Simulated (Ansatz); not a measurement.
# In3GaP4: the cost of one run

Method: DFT PBE, scalar-relativistic, plane waves, PAW, in Ansatz 0.2.0.

1 further run of the same task is left out (it didn't finish).

### 1 The starting structure

The structure is cubic, space group P-43m (No. 215). Conventional cell: a = 5.596 Å, b = 5.596 Å, c = 5.596 Å, α = 90.00°, β = 90.00°, γ = 90.00°. In (site symmetry -42m) has 4 P at 2.42 Å as nearest neighbours. Around Ga (site symmetry -43m) lie 4 P at 2.42 Å. Around P (site symmetry 3m) lie 3 In at 2.42 Å and 1 Ga at 2.42 Å.

As a file:

```cif
data_structure
_symmetry_space_group_name_H-M 'P-43m'
_symmetry_Int_Tables_number 215
_cell_length_a 5.5956
_cell_length_b 5.5956
_cell_length_c 5.5956
_cell_angle_alpha 90.000
_cell_angle_beta 90.000
_cell_angle_gamma 90.000
_cell_volume 175.21
loop_
_atom_site_label
_atom_site_type_symbol
_atom_site_symmetry_multiplicity
_atom_site_Wyckoff_symbol
_atom_site_fract_x
_atom_site_fract_y
_atom_site_fract_z
_atom_site_occupancy
In1 In 3 c 0.50000 0.00000 0.50000 1
Ga1 Ga 1 a 0.00000 0.00000 0.00000 1
P1 P 4 e 0.25000 0.75000 0.75000 1
```

The start is an ordering of an alloy on its end members' structure types: elements ordered on the sites of the InP type, Ga/In on In (P-43m, No. 215).

### 2 Probe: one point on a coarse mesh

File input.yaml:

```yaml
crystal:
  lattice:
    - [5.59563349, 0.0, 0.0]
    - [0.0, 5.59563349, 0.0]
    - [0.0, 0.0, 5.59563349]
  atoms:
    - { symbol: In, position: [0.5, 0.0, 0.5] }
    - { symbol: In, position: [0.5, 0.5, 0.0] }
    - { symbol: In, position: [0.0, 0.5, 0.5] }
    - { symbol: Ga, position: [0.0, 0.0, 0.0] }
    - { symbol: P, position: [0.25, 0.75, 0.75] }
    - { symbol: P, position: [0.25, 0.25, 0.25] }
    - { symbol: P, position: [0.75, 0.75, 0.25] }
    - { symbol: P, position: [0.75, 0.25, 0.75] }
basis:
  ecutwfc: 420
kpoints:
  mp_grid: { grid: [4, 4, 4] }
hamiltonian:
  xc: pbe
scf:
  occupations: { method: gaussian, width: 0.1 }
  lower_state_search: "off"
output:
  forces: true
  stress: true
  eigenvalues: true
```

Started as:

```
> ansatz run input.yaml --threads 1 --pin off --max-ram 2560MiB --backend cpu --events-out ev --progress --plain --runs-dir out
```

Q: Estimate wall time and peak memory on 1 thread of Intel Xeon at 2.70GHz, shared host.

About 12 s, with a peak of 0.41 GiB.
